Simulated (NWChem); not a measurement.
# BP2H4Cl (SMILES PB(P)Cl) at 5 levels

We compute a comparison of 5 runs (HF/STO-3G, HF/3-21G, B3LYP/6-31G*, M06-2X/def2-SVP) of BP2H4Cl. 

The calculation is run with NWChem 7.3.0.

## Step 1: The molecule

BP2H4Cl has 8 atoms, charge 0, and is taken as a singlet. As SMILES, `PB(P)Cl`. The shape is that of a GFN2-xTB optimisation. This is one conformer, not always the lowest.

Bond lengths: P1–B2 1.899 Å, B2–P3 1.899 Å, B2–Cl4 1.711 Å, P1–H5 1.381 Å, P1–H6 1.383 Å, P3–H7 1.383 Å, P3–H8 1.382 Å. Angles: P1–B2–P3 121.3°, P1–B2–Cl4 119.3°, P3–B2–Cl4 119.3°, B2–P1–H5 98.8°, B2–P1–H6 97.4°, B2–P3–H7 97.4°, B2–P3–H8 98.8°, H5–P1–H6 95.5°, H7–P3–H8 95.5°.

## Step 2: Energy and forces at HF/STO-3G (run 1)

The input, run.py:

```python
from ase import Atoms
from ase.calculators.nwchem import NWChem

molecule = Atoms('PBPClHHHH', positions=[
    [0.007740, 1.561590, -0.662290],
    [-0.258390, -0.301410, -0.405530],
    [0.322500, -1.173470, 1.178610],
    [-1.039450, -1.212140, -1.625230],
    [-1.258800, 1.897650, -1.099790],
    [-0.196700, 1.953020, 0.648750],
    [1.489530, -0.453460, 1.361890],
    [0.933570, -2.271790, 0.603590],
])

calc = NWChem(
    label='a',
    theory='scf',
    memory='2200 mb',
    basis='STO-3G',
    basispar='spherical bse',
    scf={'nopen': '0', 'rhf': None, 'thresh': '1e-08', 'maxiter': '80', 'print': 'low'},
)
molecule.calc = calc

forces = molecule.get_forces()
print(f"energy = {molecule.get_potential_energy():.6f} eV")
print("forces (eV/A):")
for s, f in zip(molecule.symbols, forces):
    print(f"{s:2s} {f[0]:10.5f} {f[1]:10.5f} {f[2]:10.5f}")
```

Started as:

```console
$ export ASE_NWCHEM_COMMAND="nwchem PREFIX.nwi > PREFIX.nwo"
$ python run.py
```

What it wrote:

```text
energy = -31433.400224 eV
forces (eV/A):
P    -0.16162   -0.19710    0.18399
B     1.42650    1.66906    2.23660
P     0.13215    0.12151   -0.26595
Cl   -1.25624   -1.46537   -1.96252
H     0.10351   -0.09734    0.01316
H     0.03558   -0.08001   -0.16794
H    -0.17216   -0.07173   -0.04227
H    -0.10768    0.12094    0.00499
```

The calculator wrote a.nwi:

```
title "a"

permanent_dir a

scratch_dir a

start a

geometry units angstrom nocenter noautosym noautoz
  P  7.7400000000000004e-03 1.5615900000000000e+00 -6.6229000000000005e-01
  B  -2.5839000000000001e-01 -3.0141000000000001e-01 -4.0553000000000000e-01
  P  3.2250000000000001e-01 -1.1734700000000000e+00 1.1786099999999999e+00
  Cl -1.0394500000000000e+00 -1.2121400000000000e+00 -1.6252300000000000e+00
  H  -1.2587999999999999e+00 1.8976500000000001e+00 -1.0997900000000000e+00
  H  -1.9670000000000001e-01 1.9530200000000000e+00 6.4875000000000005e-01
  H  1.4895300000000000e+00 -4.5345999999999997e-01 1.3618900000000000e+00
  H  9.3357000000000001e-01 -2.2717900000000002e+00 6.0358999999999996e-01
end

memory 2200 mb

basis spherical bse noprint
   * library STO-3G
end

scf
  nopen 0
  rhf
  thresh 1e-08
  maxiter 80
  print low
end

task scf gradient
```

a.nwo:

```text
Northwest Computational Chemistry Package (NWChem) 7.3.0
             --------------------------------------------------------

           Job information
           ---------------

    nwchem branch   = 7.3.0
    use scalapack   = T
    input           = a.nwi
    prefix          = a.
    data base       = a/a.db
    status          = startup
    nproc           =        1

           Memory information
           ------------------

    heap     =     72089596 doubles =      550.0 Mbytes
    stack    =     72089601 doubles =      550.0 Mbytes
    global   =    144179200 doubles =     1100.0 Mbytes (distinct from heap & stack)
    total    =    288358397 doubles =     2200.0 Mbytes
    verify   = yes
    hardfail = no

           Directory information
           ---------------------

  0 permanent = a
  0 scratch   = a

                                NWChem Input Module
                                -------------------

                                         a
                                         -

[... 26 lines left out ...]
            Nuclear Dipole moment (a.u.)
[... 52 lines left out ...]
                                         a

  ao basis        = "ao basis"
  functions       =    36
  atoms           =     8
  closed shells   =    28
  open shells     =     0
  charge          =   0.00
  wavefunction    = RHF
  input vectors   = atomic
  output vectors  = a/a.movecs
  use symmetry    = F
  symmetry adapt  = F

 Forming initial guess at       0.0s

 Starting SCF solution at       0.1s

       Final RHF  results
       ------------------

         Total SCF energy =  -1155.156161311739
      One-electron energy =  -2077.295908552188
      Two-electron energy =    684.321231114902
 Nuclear repulsion energy =    237.818516125548

        Time for solution =      1.3s

                              NWChem Gradients Module
                              -----------------------

                         RHF ENERGY GRADIENTS

    atom               coordinates                        gradient
                 x          y          z           x          y          z
   1 P       0.014626   2.950977  -1.251547    0.003143   0.003833  -0.003578
   2 B      -0.488286  -0.569582  -0.766341   -0.027741  -0.032458  -0.043495
   3 P       0.609437  -2.217537   2.227250   -0.002570  -0.002363   0.005172
[... 4 lines of this table left out ...]
   8 H       1.764191  -4.293061   1.140620    0.002094  -0.002352  -0.000097

 Task  times  cpu:        1.7s     wall:        1.7s
 Total times  cpu:        1.7s     wall:        1.7s
```

It took 2.5 s on 1 thread of AMD EPYC 9R45 (Zen 5), shared host; peak memory 0.099 GiB.

## Step 3: Energy and gradient at HF/3-21G (run 2)

The input, work.nw:

```
start work
title "BClH4P2"
memory stack 880 mb heap 220 mb global 1100 mb

geometry noautosym nocenter noautoz
  P      0.007740     1.561590    -0.662290
  B     -0.258390    -0.301410    -0.405530
  P      0.322500    -1.173470     1.178610
  Cl    -1.039450    -1.212140    -1.625230
  H     -1.258800     1.897650    -1.099790
  H     -0.196700     1.953020     0.648750
  H      1.489530    -0.453460     1.361890
  H      0.933570    -2.271790     0.603590
end

basis "ao basis" spherical bse
  * library 3-21G
end

scf
  thresh 1e-08
  maxiter 80
  print medium
end

task scf gradient
```

Started as:

```console
$ nwchem work.nw > work.out
```

What it wrote:

```text
[...]
  functions       =    56
[...]
  wavefunction    = RHF
[...]
         Total SCF energy =  -1162.155340538327
      One-electron energy =  -2080.860811260573
      Two-electron energy =    680.886954596697
 Nuclear repulsion energy =    237.818516125548
        Time for solution =      1.4s
[...]
                         RHF ENERGY GRADIENTS
    atom               coordinates                        gradient
                 x          y          z           x          y          z
   1 P       0.014626   2.950977  -1.251547   -0.011263  -0.001252   0.004741
   2 B      -0.488286  -0.569582  -0.766341   -0.013556  -0.015885  -0.021282
   3 P       0.609437  -2.217537   2.227250    0.008820  -0.001050  -0.007997
   4 Cl     -1.964276  -2.290612  -3.071239    0.021708   0.025317   0.033914
   5 H      -2.378787   3.586039  -2.078302    0.014342  -0.005953   0.010333
   6 H      -0.371709   3.690673   1.225960   -0.002611  -0.008332  -0.016274
   7 H       2.814804  -0.856915   2.573599   -0.013131  -0.009999  -0.008224
   8 H       1.764191  -4.293061   1.140620   -0.004309   0.017155   0.004790
[...]
```

It took 2.4 s on 1 thread of AMD EPYC 9R45 (Zen 5), shared host; peak memory 0.099 GiB.

Run 3 isn't shown in full; the table further down has it.

## Step 4: Energy and gradient at B3LYP/6-31G(d) (Cartesian functions) (run 4)

The input, m1.nw:

```
start m1
title "BClH4P2"
memory stack 880 mb heap 220 mb global 1100 mb
geometry units angstroms noautosym nocenter noautoz
P        0.007740       1.561590      -0.662290
B       -0.258390      -0.301410      -0.405530
P        0.322500      -1.173470       1.178610
Cl      -1.039450      -1.212140      -1.625230
H       -1.258800       1.897650      -1.099790
H       -0.196700       1.953020       0.648750
H        1.489530      -0.453460       1.361890
H        0.933570      -2.271790       0.603590
end
basis cartesian
* library 6-31G*
end
dft
xc b3lyp
grid xfine
convergence energy 1e-08
maxiter 100
mulliken
end
task dft gradient
```

Started as:

```console
$ nwchem m1.nw > m1.out
```

What it wrote:

```text
[...]
          Wavefunction type:  closed shell.
          No. of atoms     :     8
          No. of electrons :    56
[...]
          Charge           :     0
          Spin multiplicity:     1
[...]
          AO basis - number of functions:    80
[...]
              XC Information
              --------------
                         B3LYP Method XC Potential
                     Hartree-Fock (Exact) Exchange  0.200
                        Slater Exchange Functional  0.800 local
                    Becke 1988 Exchange Functional  0.720 non-local
              Lee-Yang-Parr Correlation Functional  0.810
                  VWN I RPA Correlation Functional  0.190 local
[...]
 d= 0,ls=0.0,diis     1  -1170.1240604250 -1.41D+03  1.31D-02  6.28D-01     2.0
[...]
 d= 0,ls=0.0,diis     8  -1170.1866434797 -1.34D-09  5.78D-06  1.32D-07    13.2
         Total DFT energy =    -1170.186643479659
      One electron energy =    -2088.754330764854
           Coulomb energy =      761.134825152043
    Exchange-Corr. energy =      -80.385653992395
 Nuclear repulsion energy =      237.818516125548
[...]
      Total Density - Mulliken Population Analysis
     ---------------------------------------------
    Atom       Charge   Shell Charges
 -----------   ------   -------------------------------------------------------
    1 P   15    15.05   2.00  1.99  5.97  1.25  2.47  0.47  0.82  0.07
    2 B    5     5.01   1.99  0.58  1.42  0.42  0.52  0.08
    3 P   15    15.05   2.00  1.99  5.97  1.25  2.47  0.47  0.82  0.07
    4 Cl  17    17.08   2.00  1.99  5.97  1.45  3.65  0.55  1.49 -0.02
    5 H    1     0.95   0.52  0.43
    6 H    1     0.96   0.52  0.44
    7 H    1     0.96   0.52  0.44
    8 H    1     0.95   0.52  0.43
[...]
  wavefunction    = closed shell
                         DFT ENERGY GRADIENTS
    atom               coordinates                        gradient
                 x          y          z           x          y          z
   1 P       0.014626   2.950977  -1.251547   -0.015851   0.001287   0.008221
   2 B      -0.488286  -0.569582  -0.766341   -0.009062  -0.010633  -0.014256
   3 P       0.609437  -2.217537   2.227250    0.014991  -0.001785  -0.008998
   4 Cl     -1.964276  -2.290612  -3.071239    0.014196   0.016548   0.022170
   5 H      -2.378787   3.586039  -2.078302    0.015389  -0.004644   0.007629
   6 H      -0.371709   3.690673   1.225960   -0.000120  -0.006354  -0.016076
   7 H       2.814804  -0.856915   2.573599   -0.013492  -0.009481  -0.005113
   8 H       1.764191  -4.293061   1.140620   -0.006052   0.015061   0.006424
[...]
```

Wall time 18 s (1 thread of AMD EPYC 9R45 (Zen 5), shared host); peak memory 0.15 GiB.

## Step 5: Energy and gradient at M06-2X/def2-SVP (run 5)

The input, bclh4p2.xyz:

```xyz
8

P      0.007740     1.561590    -0.662290
B     -0.258390    -0.301410    -0.405530
P      0.322500    -1.173470     1.178610
Cl    -1.039450    -1.212140    -1.625230
H     -1.258800     1.897650    -1.099790
H     -0.196700     1.953020     0.648750
H      1.489530    -0.453460     1.361890
H      0.933570    -2.271790     0.603590
```

The input, run.py:

```python
from ase.io import read
from ase.calculators.nwchem import NWChem

molecule = read('bclh4p2.xyz')

calc = NWChem(
    label='bclh4p2',
    theory='dft',
    memory='2200 mb',
    basis='def2-SVP',
    basispar='spherical bse',
    dft={'xc': 'm06-2x', 'mult': '1', 'grid': 'xfine', 'convergence': 'energy 1e-08', 'iterations': '100', 'mulliken': None},
)
molecule.calc = calc

forces = molecule.get_forces()
print(f"energy = {molecule.get_potential_energy():.6f} eV")
print("forces (eV/A):")
for s, f in zip(molecule.symbols, forces):
    print(f"{s:2s} {f[0]:10.5f} {f[1]:10.5f} {f[2]:10.5f}")
print("dipole (e A):", molecule.get_dipole_moment().round(4))
```

Started as:

```console
$ export ASE_NWCHEM_COMMAND="nwchem PREFIX.nwi > PREFIX.nwo"
$ python run.py
```

What it wrote:

```text
energy = -31830.501185 eV
forces (eV/A):
P     0.81458   -0.21098   -0.40063
B     0.45838    0.53803    0.72150
P    -0.82620    0.17103    0.35260
Cl   -0.61562   -0.71765   -0.96139
H    -0.78023    0.18162   -0.38875
H     0.00422    0.27166    0.82301
H     0.66576    0.50769    0.21993
H     0.27912   -0.74135   -0.36633
dipole (e A): [0.0339 0.0389 0.0532]
```

The calculator wrote bclh4p2.nwi:

```
title "bclh4p2"

permanent_dir bclh4p2

scratch_dir bclh4p2

start bclh4p2

geometry units angstrom nocenter noautosym noautoz
  P  7.7400000000000004e-03 1.5615900000000000e+00 -6.6229000000000005e-01
  B  -2.5839000000000001e-01 -3.0141000000000001e-01 -4.0553000000000000e-01
  P  3.2250000000000001e-01 -1.1734700000000000e+00 1.1786099999999999e+00
  Cl -1.0394500000000000e+00 -1.2121400000000000e+00 -1.6252300000000000e+00
  H  -1.2587999999999999e+00 1.8976500000000001e+00 -1.0997900000000000e+00
  H  -1.9670000000000001e-01 1.9530200000000000e+00 6.4875000000000005e-01
  H  1.4895300000000000e+00 -4.5345999999999997e-01 1.3618900000000000e+00
  H  9.3357000000000001e-01 -2.2717900000000002e+00 6.0358999999999996e-01
end

memory 2200 mb

basis spherical bse noprint
   * library def2-SVP
end

dft
  xc m06-2x
  mult 1
  grid xfine
  convergence energy 1e-08
  iterations 100
  mulliken
end

task dft gradient
```

bclh4p2.nwo (excerpt; [...] marks lines left out):

```text
[...]
         Total DFT energy =    -1169.749352579496
[...]
  wavefunction    = closed shell
                         DFT ENERGY GRADIENTS
    atom               coordinates                        gradient
                 x          y          z           x          y          z
   1 P       0.014626   2.950977  -1.251547   -0.015841   0.004103   0.007791
   2 B      -0.488286  -0.569582  -0.766341   -0.008914  -0.010463  -0.014031
   3 P       0.609437  -2.217537   2.227250    0.016067  -0.003326  -0.006857
[... 4 lines of this table left out ...]
   8 H       1.764191  -4.293061   1.140620   -0.005428   0.014417   0.007124
[...]
```

Run time: 24 s. Hardware: 1 thread of AMD EPYC 9R45 (Zen 5), shared host; peak memory 0.14 GiB.

## Step 6: The series

```tsv
run	level	iteration cap	module	energy (Eh)	largest force (eV/Å)	wall time
1	HF/STO-3G	80	scf	-1155.156161	3.134	2.5 s
2	HF/3-21G	80	scf	-1162.155341	2.446	2.4 s
3	B3LYP/6-31G* (spherical functions)	100	dft	-1170.178075	1.582	17 s
4	B3LYP/6-31G* (Cartesian functions)	100	dft	-1170.186643	1.599	18 s
5	M06-2X/def2-SVP	100	dft	-1169.749353	1.348	24 s
```

## Step 7: What came out

| quantity | value |
| --- | --- |
| run 5: total energy | -1169.74935 Eh |
| run 5: dipole moment | 0.36 D |
| run 5: HOMO energy | -8.43 eV |
| run 5: LUMO energy | -0.65 eV |
| run 5: HOMO–LUMO gap | 7.77 eV |
| run 5: largest force on an atom | 1.348 eV/Å |

In words: Over runs 2, 3, 4, 5 the dipole moment (its size) runs from 0.36 D (M06-2X/def2-SVP) to 1.10 D (HF/3-21G). The two ends differ in method and basis. Over runs 2, 4, 5 the HOMO–LUMO gap runs from 5.48 eV (B3LYP/6-31G*) to 12.00 eV (HF/3-21G). Totals of different functionals can't be ranked against each other. In run 1 the basis is minimal, so the values are rough. All runs together took 64 s, the longest 24 s.
